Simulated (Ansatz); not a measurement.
The system is HfGe.

```
CELL_PARAMETERS angstrom
3.21967 0.00000 0.00000
0.00000 3.21967 0.00000
0.00000 0.00000 4.10843
ATOMIC_POSITIONS crystal
Hf 0.50000 0.50000 0.00000
Ge 0.00000 0.00000 0.00000
```

The cell was built by a generator and needn't be a form met in nature.

* Program: Ansatz 0.2.0
* Task: relaxation of cell and atoms
* Functional: HSE06
* Potentials or basis: Ansatz PAW
* Cutoff: 420 eV (not typed: the program's choice for these potentials)
* k mesh: 4 × 4 × 4
* Occupations: fermi-dirac, width 0.05 eV
* Spin: no spin polarisation

At the start: volume 21.29 Å³/atom.

Q: How do energy, volume and symmetry change on relaxing?

A: It ends after 16 steps and the volume is 22.88 Å³/atom (+7.5 %); space group P4/mmm (No. 123, to 0.05 Å).

The path:
```csv
step,energy change (eV),largest force (eV/Å),volume (Å³)
1,0.0000,0.0000,42.59
2,-1.8366,0.0000,46.87
3,-2.7387,0.0000,51.30
4,-2.9575,0.0000,55.58
5,-2.9769,0.0000,56.44
6,-3.0958,0.0000,54.98
7,-3.2792,0.0000,52.93
8,-3.4546,0.0000,50.61
9,-3.5814,0.0000,47.40
10,-3.6036,0.0000,45.72
11,-3.6044,0.0000,45.48
12,-3.6046,0.0000,45.39
13,-3.6396,0.0000,45.39
14,-3.6417,0.0000,45.69
15,-3.6418,0.0000,45.77
16,-3.6420,0.0000,45.77
```

Final structure:
```
CELL_PARAMETERS angstrom
3.75704 0.00000 0.00000
0.00000 3.75704 0.00000
0.00000 0.00000 3.24252
ATOMIC_POSITIONS crystal
Hf 0.50000 0.50000 0.00000
Ge 0.00000 0.00000 0.00000
```

Caveat: the k mesh is coarse (spacing up to 0.49 Å⁻¹), so the values aren't converged, least of all with exact exchange; the plane-wave basis is chosen anew once the cell has moved, so the energies of steps on either side of that aren't comparable; the PAW data sets come from PBE, with cores solved anew for the run's functional, which leaves a small shift of forces and pressure.
